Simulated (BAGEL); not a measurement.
# HF/6-31G(d) (density fitting with qzvpp-jkfit, spherical functions) run of GeH4O2 (SMILES [OH][GeH2][OH])

Aim: the energy change on altering one bond length of GeH4O2 at HF/6-31G* (density fitting with qzvpp-jkfit, spherical functions), from 2 runs. 

Program for the calculation: BAGEL 1.2.2.

5 further runs of the same task are left out: 4 that didn't finish, 1 set aside as unsound or not needed. Runs told in other sessions of the task aren't counted.

## (1) The structure to begin with

The species is GeH4O2 (7 atoms), meant as a singlet with charge 0. SMILES: `[OH][GeH2][OH]`. Geometry: relaxed at PBE0-D4/def2-TZVP. This is one conformer, not always the lowest.

Bond lengths: O1–Ge2 1.776 Å, Ge2–O3 1.773 Å, O1–H4 0.959 Å, Ge2–H5 1.543 Å, Ge2–H6 1.525 Å, O3–H7 0.959 Å. Angles: O1–Ge2–O3 110.8°, O1–Ge2–H5 108.6°, O1–Ge2–H6 106.6°, O3–Ge2–H5 109.7°, O3–Ge2–H6 104.9°, Ge2–O1–H4 113.3°, Ge2–O3–H7 113.6°, H5–Ge2–H6 116.1°.

## (2) A single-point energy at HF/6-31G(d) (density fitting with qzvpp-jkfit, spherical functions)

Contents of calc.json:

```json
{ "bagel": [

{
  "title": "molecule",
  "basis": "6-31gs.json",
  "df_basis": "qzvpp-jkfit",
  "angstrom": "true",
  "geometry": [
    { "atom": "O", "xyz": [   -1.491300,   -0.416000,   -0.173900 ] },
    { "atom": "Ge", "xyz": [    0.023500,    0.377000,    0.305300 ] },
    { "atom": "O", "xyz": [    1.347400,   -0.798900,    0.400600 ] },
    { "atom": "H", "xyz": [   -1.634900,   -0.418700,   -1.122100 ] },
    { "atom": "H", "xyz": [    0.363400,    1.460500,   -0.739100 ] },
    { "atom": "H", "xyz": [   -0.172500,    0.863100,    1.737300 ] },
    { "atom": "H", "xyz": [    1.625600,   -1.135200,   -0.453800 ] }
  ]
},
{ "title": "hf" },
{ "title": "print", "file": "orbitals.molden", "orbitals": "true" }

]}
```

The basis set 6-31G* is read from a file made from the Basis Set Exchange's data (not shown).

Started as:

```console
BAGEL_NUM_THREADS=1 BAGEL calc.json > calc.out
```

The program printed:

```text
* using 1 threads per process

  ===============================================================
  ===============================================================

  *** Geometry ***

  { "atom" : "O", "xyz" : [     -2.818149,     -0.786126,     -0.328623 ] },
  { "atom" : "Ge", "xyz" : [      0.044409,      0.712427,      0.576933 ] },
  { "atom" : "O", "xyz" : [      2.546217,     -1.509702,      0.757024 ] },
  { "atom" : "H", "xyz" : [     -3.089513,     -0.791228,     -2.120462 ] },
  { "atom" : "H", "xyz" : [      0.686726,      2.759945,     -1.396697 ] },
  { "atom" : "H", "xyz" : [     -0.325978,      1.631023,      3.283021 ] },
  { "atom" : "H", "xyz" : [      3.071939,     -2.145217,     -0.857558 ] },

  Number of auxiliary basis functions:      492

  Since a DF basis is specified, we compute 2- and 3-index integrals:
    o Being stored without compression. Storage requirement is 0.018 GB

  Number of basis functions:       68
  Number of electrons      :       52

    * METHOD: MOLECULE                             0.21

  *** RHF ***

  === Nuclear Repulsion ===
   219.6794995946

      * DIIS with orbital gradients will be used.

  === RHF iteration (6-31gs.json) ===
      0      -2226.85423801          0.02926248           0.06
      1      -2227.01524129          0.02002083           0.05
      2      -2227.14587947          0.00143077           0.05
      3      -2227.14689636          0.00047039           0.05
      4      -2227.14696059          0.00010796           0.05
      5      -2227.14696842          0.00003069           0.05
      6      -2227.14696943          0.00000764           0.05
      7      -2227.14696950          0.00000141           0.05
      8      -2227.14696950          0.00000047           0.05
      9      -2227.14696950          0.00000021           0.05
     10      -2227.14696950          0.00000007           0.05
     11      -2227.14696950          0.00000002           0.05
     12      -2227.14696950          0.00000001           0.05
    * SCF iteration converged.

    * Permanent dipole moment:
           (   -0.160389,    -0.493205,     1.107158) a.u.

    * METHOD: HF                                   0.84

    * METHOD: PRINT                                0.01

  ===============================================================
```

Wall time 1.2 s (1 thread of Arm Neoverse V2, shared host); peak memory 0.1 GiB.

## (3) The distorted shape

Contents of hf.json:

```json
{ "bagel": [

{
  "title": "molecule",
  "basis": "6-31gs.json",
  "df_basis": "qzvpp-jkfit",
  "angstrom": "true",
  "geometry": [
    { "atom": "O", "xyz": [      -1.376424,      -0.413840,       0.584632 ] },
    { "atom": "Ge", "xyz": [       0.138376,       0.379160,       1.063832 ] },
    { "atom": "O", "xyz": [       1.462276,      -0.796740,       1.159132 ] },
    { "atom": "H", "xyz": [      -1.634900,      -0.418700,      -1.122100 ] },
    { "atom": "H", "xyz": [       0.478276,       1.462660,       0.019432 ] },
    { "atom": "H", "xyz": [      -0.057624,       0.865260,       2.495832 ] },
    { "atom": "H", "xyz": [       1.740476,      -1.133040,       0.304732 ] }
  ]
},

{
  "title": "hf"
},

{
  "title": "print",
  "file": "orbitals.molden",
  "orbitals": "true"
}

]}
```

The basis set 6-31G* is read from a file made from the Basis Set Exchange's data (not shown).

Started as:

```console
BAGEL_NUM_THREADS=1 BAGEL hf.json > hf.out
```

The program printed:

```text
* using 1 threads per process

  ===============================================================
  ===============================================================

  *** Geometry ***

  { "atom" : "O", "xyz" : [     -2.601064,     -0.782044,      1.104794 ] },
  { "atom" : "Ge", "xyz" : [      0.261493,      0.716509,      2.010351 ] },
  { "atom" : "O", "xyz" : [      2.763301,     -1.505620,      2.190442 ] },
  { "atom" : "H", "xyz" : [     -3.089513,     -0.791228,     -2.120462 ] },
  { "atom" : "H", "xyz" : [      0.903811,      2.764027,      0.036721 ] },
  { "atom" : "H", "xyz" : [     -0.108894,      1.635104,      4.716439 ] },
  { "atom" : "H", "xyz" : [      3.289023,     -2.141135,      0.575860 ] },

  Number of auxiliary basis functions:      492

  Since a DF basis is specified, we compute 2- and 3-index integrals:
    o Being stored without compression. Storage requirement is 0.018 GB

  Number of basis functions:       68
  Number of electrons      :       52

    * METHOD: MOLECULE                             0.21

  *** RHF ***

  === Nuclear Repulsion ===
   216.0148536879

      * DIIS with orbital gradients will be used.

  === RHF iteration (6-31gs.json) ===
      0      -2226.56126943          0.03239465           0.05
      1      -2226.61986260          0.03174662           0.05
      2      -2226.96890534          0.00374378           0.05
      3      -2226.97466242          0.00171970           0.05
      4      -2226.97638407          0.00040223           0.05
      5      -2226.97658137          0.00013696           0.05
      6      -2226.97660018          0.00006344           0.05
      7      -2226.97660338          0.00001972           0.05
      8      -2226.97660376          0.00001280           0.05
      9      -2226.97660398          0.00000728           0.05
     10      -2226.97660408          0.00000364           0.05
     11      -2226.97660410          0.00000214           0.05
     12      -2226.97660410          0.00000082           0.05
     13      -2226.97660410          0.00000041           0.05
     14      -2226.97660410          0.00000026           0.05
     15      -2226.97660410          0.00000016           0.05
     16      -2226.97660410          0.00000010           0.05
     17      -2226.97660410          0.00000007           0.05
     18      -2226.97660410          0.00000004           0.05
     19      -2226.97660410          0.00000002           0.05
     20      -2226.97660410          0.00000001           0.05
    * SCF iteration converged.

    * Permanent dipole moment:
           (   -0.142651,    -0.493464,     1.167383) a.u.

    * METHOD: HF                                   1.23

    * METHOD: PRINT                                0.01

  ===============================================================
```

Wall time 1.6 s (1 thread of Arm Neoverse V2, shared host); peak memory 0.1 GiB.

## (4) Results

At HF/6-31G* (density fitting with qzvpp-jkfit, spherical functions):

| quantity | value |
| --- | --- |
| first shape: total energy | -2227.14697 Eh |
| first shape: dipole moment | 3.11 D |
| first shape: HOMO energy | -12.54 eV |
| first shape: LUMO energy | 3.77 eV |
| first shape: HOMO–LUMO gap | 16.31 eV |
| distorted shape: total energy | -2226.97660 Eh |
| distorted shape: dipole moment | 3.24 D |
| distorted shape: HOMO energy | -11.83 eV |
| distorted shape: LUMO energy | 0.32 eV |
| distorted shape: HOMO–LUMO gap | 12.15 eV |
| energy change with the O1–H4 bond stretched from 0.959 to 1.726 Å | 4.636 eV |

In words: With the O1–H4 bond stretched from 0.959 to 1.726 Å the energy rises by 4.64 eV (447 kJ/mol). The first shape isn't relaxed at this level, so the change isn't measured from a minimum. A restricted reference can't describe the breaking bond well at this length.
